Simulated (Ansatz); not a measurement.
# Alloy of CdTe and CdSe (12 of 32 Te sites exchanged), 64 atoms

How does this alloy cell relax, and what gap do PBEsol and HSE06 give?

Method: density functional theory in Ansatz 0.2.0, PAW datasets, plane waves.

## Step 1: The starting cell

64 atoms (32 Cd, 20 Te, 12 Se); a = 12.668 Å, b = 12.668 Å, c = 12.668 Å, α = 90.00°, β = 90.00°, γ = 90.00°. All atoms were shaken off their sites by about 0.02 Å along each axis.

Steps to follow: (2) PBEsol cell relaxation at the single k point (¼, ¼, ¼), on 1 × NVIDIA H100 80GB HBM3 with 11 threads of AMD EPYC 7R13; (3) HSE06 single point at the single k point (¼, ¼, ¼), on 1 × NVIDIA H100 80GB HBM3 with 11 threads of AMD EPYC 7R13.

## Step 2: Relaxing cell and atoms with PBEsol

The input, in.yaml:

```yaml
crystal:
  lattice:
    - [12.667503, 0.000000, 0.000000]
    - [0.000000, 12.667503, 0.000000]
    - [0.000000, 0.000000, 12.667503]
  atoms:
    - { symbol: Cd, position: [0.002361, 0.000674, 0.997812] }
    - { symbol: Cd, position: [0.999067, 0.998986, 0.499492] }
    - { symbol: Cd, position: [0.998822, 0.498405, 0.000270] }
    - { symbol: Cd, position: [0.000677, 0.499182, 0.499273] }
    - { symbol: Cd, position: [0.499545, 0.999049, 0.000588] }
    - { symbol: Cd, position: [0.497836, 0.000529, 0.497289] }
    - { symbol: Cd, position: [0.499178, 0.499957, 0.999982] }
    - { symbol: Cd, position: [0.498300, 0.499200, 0.499237] }
    - { symbol: Cd, position: [0.248114, 0.251605, 0.000571] }
    - { symbol: Cd, position: [0.249751, 0.249546, 0.497309] }
    - { symbol: Cd, position: [0.249113, 0.750059, 0.000683] }
    - { symbol: Cd, position: [0.249418, 0.751063, 0.500187] }
    - { symbol: Cd, position: [0.750022, 0.251110, 0.000276] }
    - { symbol: Cd, position: [0.752965, 0.250199, 0.498252] }
    - { symbol: Cd, position: [0.750687, 0.749645, 0.998660] }
    - { symbol: Cd, position: [0.749600, 0.749382, 0.499738] }
    - { symbol: Cd, position: [0.248060, 0.001303, 0.249571] }
    - { symbol: Cd, position: [0.246847, 0.000937, 0.749556] }
    - { symbol: Cd, position: [0.249642, 0.501782, 0.249268] }
    - { symbol: Cd, position: [0.249848, 0.499404, 0.750894] }
    - { symbol: Cd, position: [0.748073, 0.999080, 0.248981] }
    - { symbol: Cd, position: [0.751914, 0.001287, 0.750399] }
    - { symbol: Cd, position: [0.750617, 0.497067, 0.250306] }
    - { symbol: Cd, position: [0.749495, 0.501481, 0.752237] }
    - { symbol: Cd, position: [0.996862, 0.248101, 0.249284] }
    - { symbol: Cd, position: [0.997372, 0.248754, 0.748898] }
    - { symbol: Cd, position: [0.998959, 0.750369, 0.251708] }
    - { symbol: Cd, position: [0.998550, 0.749800, 0.748523] }
    - { symbol: Cd, position: [0.499939, 0.245433, 0.248634] }
    - { symbol: Cd, position: [0.498935, 0.248893, 0.750226] }
    - { symbol: Cd, position: [0.501495, 0.751453, 0.249026] }
    - { symbol: Cd, position: [0.503029, 0.751748, 0.748468] }
    - { symbol: Te, position: [0.124049, 0.124242, 0.127759] }
    - { symbol: Te, position: [0.624060, 0.124444, 0.128543] }
    - { symbol: Te, position: [0.624380, 0.625308, 0.125022] }
    - { symbol: Te, position: [0.374143, 0.376634, 0.121722] }
    - { symbol: Te, position: [0.374666, 0.374532, 0.627354] }
    - { symbol: Te, position: [0.375464, 0.876046, 0.126932] }
    - { symbol: Te, position: [0.375268, 0.875202, 0.625520] }
    - { symbol: Te, position: [0.872686, 0.376922, 0.124827] }
    - { symbol: Te, position: [0.874713, 0.372904, 0.626190] }
    - { symbol: Te, position: [0.873415, 0.876012, 0.123723] }
    - { symbol: Te, position: [0.377207, 0.125563, 0.374827] }
    - { symbol: Te, position: [0.375556, 0.125026, 0.873781] }
    - { symbol: Te, position: [0.375136, 0.624066, 0.872829] }
    - { symbol: Te, position: [0.873661, 0.124954, 0.376748] }
    - { symbol: Te, position: [0.125497, 0.372797, 0.373903] }
    - { symbol: Te, position: [0.126763, 0.375531, 0.871179] }
    - { symbol: Te, position: [0.125566, 0.874892, 0.375461] }
    - { symbol: Te, position: [0.624058, 0.376643, 0.378472] }
    - { symbol: Te, position: [0.625989, 0.373999, 0.873276] }
    - { symbol: Te, position: [0.624883, 0.874380, 0.375673] }
    - { symbol: Se, position: [0.125565, 0.124748, 0.625344] }
    - { symbol: Se, position: [0.127284, 0.624712, 0.125654] }
    - { symbol: Se, position: [0.122332, 0.623463, 0.624869] }
    - { symbol: Se, position: [0.625751, 0.123115, 0.622775] }
    - { symbol: Se, position: [0.621882, 0.627282, 0.620648] }
    - { symbol: Se, position: [0.874487, 0.875011, 0.624357] }
    - { symbol: Se, position: [0.376989, 0.627660, 0.371578] }
    - { symbol: Se, position: [0.875984, 0.123411, 0.875318] }
    - { symbol: Se, position: [0.873578, 0.627272, 0.372709] }
    - { symbol: Se, position: [0.875491, 0.624808, 0.874823] }
    - { symbol: Se, position: [0.128288, 0.876647, 0.878751] }
    - { symbol: Se, position: [0.626767, 0.873025, 0.873807] }
  symmetry: { detect: false }
kpoints:
  mp_grid: { grid: [1, 1, 1], shift: [0.25, 0.25, 0.25] }
hamiltonian:
  xc: pbesol
scf:
  occupations: { method: fermi_dirac, width: 0.01 }
relax:
  f_tol: 0.03
  max_steps: 80
  escape_saddle: false
  adjacent_minimum: "off"
  cell: { fix: [shape] }
output:
  forces: true
  eigenvalues: true
  populations: true
  write_density: true
  write_potential: true
  elf: true
  volumetric_format: npy
```

Started as:

```
ansatz run in.yaml --threads 11 --pin off --max-ram 112100MiB --runs-dir r --events-out ev --progress --plain --backend cuda --devices 0, --max-vram 75GiB
```

After this run come: HSE06 on the final geometry.

What does the calculation give? Wanted: for each run, top filled to lowest empty.

**Answer**, as computed:

| level | time | top filled to lowest empty (eV) |
| --- | --- | --- |
| PBEsol, relaxation | 12 s (GPU) | 1.54 |
| HSE06 | 70 s (GPU) | 2.44 |

```
     quantity                                                                         value
   relaxation                                              6 recorded steps, 1.81 eV gained
largest shift                                                                  0.21 Å (Cd3)
 relaxed cell  a = 12.671 Å, b = 12.671 Å, c = 12.671 Å, α = 90.00°, β = 90.00°, γ = 90.00°
   mean bonds                                                    Cd–Se 2.658, Cd–Te 2.797 Å
```

**In words.** Relaxation gains 1.81 eV, with shifts up to 0.21 Å (Cd3), while the volume changes by +0.1 %. The mean lengths of the listed bonds run from Cd–Se 2.66 Å to Cd–Te 2.80 Å. At the same k points, PBEsol gives a spacing 0.90 eV smaller than the 2.44 eV of HSE06. No spin–orbit coupling is included; with elements this heavy it would shift the edges. With one k point the spacing samples only the states that fold onto it, so it can exceed the gap over the zone.
